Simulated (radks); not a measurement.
# S⁺ in [Ne] 3s2 3p3: an all-electron calculation

An exercise on one series of results from a longer session: the logs are not shown, and one member is left open.

Method: non-relativistic Kohn-Sham, TPSS, spin-unpolarised, spherical densities, point nucleus. Code: radks (a radial shooting solver on a logarithmic mesh, Libxc functionals) version 1.

## The system

| Item | Value |
| --- | --- |
| element | sulfur (Z = 16) |
| charge | +1 |
| electrons | 15 |
| configuration | [Ne] 3s2 3p3 |

Outer shells as boxes (Hund's rule):

S⁺
```
[Ne] core
3s [↑↓]
3p [↑ ][↑ ][↑ ]
```

The first run:

The run's settings:

```text
Z 16
configuration [Ne] 3s2 3p3
relativity non-relativistic
functional tpss,tpss
spin unpolarised
nucleus point
```

Command:

```sh
$ python run_ks.py task.json out
```

All runs below come from this command, one after another.

Among the steps run: Self-consistent calculation.

One table of the session follows, with a row left open; its other results are not shown here.

It belongs to the step «Orbitals and density». Sizes of the orbitals, from the radial functions (bohr):

| level | <r> | outermost maximum (interpolated) | 90 % within | nodes |
| --- | --- | --- | --- | --- |
| 1s | 0.09720 | 0.0637 | 0.173 | 0 |
| 2s | ? | ? | ? | ? |
| 2p | 0.4427 | 0.326 | 0.737 | 0 |
| 3s | 1.644 | 1.39 | 2.47 | 2 |
| 3p | 1.894 | 1.54 | 2.92 | 1 |

Q: Estimate the row for 2s from the others.

The run gave: <r>: 0.4798; outermost maximum (interpolated): 0.389; 90 % within: 0.751; nodes: 1. In the column «<r>» it lies between 2p (0.4427) and 3s (1.644).

To keep in mind: Spin polarisation and multiplet splitting are left out.
